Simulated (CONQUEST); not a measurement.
A run of CONQUEST 1.3 is set up as follows.

The input Conquest_input:

```
IO.Title Ga3F
IO.Coordinates coords.dat
IO.FractionalAtomicCoords T
IO.Iprint 2
IO.Iprint_init 1
General.NumberOfSpecies 2
General.PseudopotentialType hamann
AtomMove.TypeOfRun cg
Grid.GridCutoff 120
DM.SolutionMethod diagon
Diag.MPMesh T
Diag.GammaCentred T
Diag.MPMeshX 4
Diag.MPMeshY 4
Diag.MPMeshZ 4
Diag.kT 0.00183747
minE.SCTolerance 1e-7
SC.MaxIters 100
IO.AtomChargeOutput T
AtomMove.NumSteps 30
AtomMove.WriteExtXYZ T
AtomMove.OutputFreq 1
AtomMove.WriteXSF F
IO.Iprint_SC 1
IO.Iprint_DM 1
AtomMove.MaxForceTol 5e-4
AtomMove.OptCell T
AtomMove.OptCellMethod 3
AtomMove.StressTolerance 0.2
AtomMove.CGLineMin safe
%block ChemicalSpeciesLabel
1 69.720 Ga
2 19.000 F
%endblock
```

coords.dat

```
    7.7115367516     0.0000000000     0.0000000000
    0.0000000000     7.7115367516     0.0000000000
    0.0000000000     0.0000000000     7.7115367516
4
  0.0000000000   0.5000000000   0.5000000000 1 T T T
  0.5000000000   0.0000000000   0.5000000000 1 T T T
  0.5000000000   0.5000000000   0.0000000000 1 T T T
  0.0000000000   0.0000000000   0.0000000000 2 T T T
```

Potentials or basis: PseudoDojo NC PBE, SZP, grid cutoff 120 Ha.

Command:

```bash
$ OMP_NUM_THREADS=1 Conquest
```

Q: Estimate the Mulliken charges.

A: Ga +0.10; F -0.29 e.

Q: Predict the relaxed volume.

A: 18.50 Å³/atom.

Final structure:
```yaml
crystal:
  lattice:
    - [4.19816, 0.00000, 0.00000]
    - [0.00000, 4.19816, 0.00000]
    - [0.00000, 0.00000, 4.19816]
  atoms:
    - { symbol: Ga, position: [0.00000, 0.50000, 0.50000] }
    - { symbol: Ga, position: [0.50000, 0.00000, 0.50000] }
    - { symbol: Ga, position: [0.50000, 0.50000, 0.00000] }
    - { symbol: F, position: [0.00000, 0.00000, 0.00000] }
```

Caveat: the k mesh is coarse (spacing up to 0.38 Å⁻¹), so the values aren't converged; the atomic basis is small; only the three edges of the box relax, its angles stay right; the basis of atomic orbitals isn't converged, which shifts pressures, moduli and gaps.
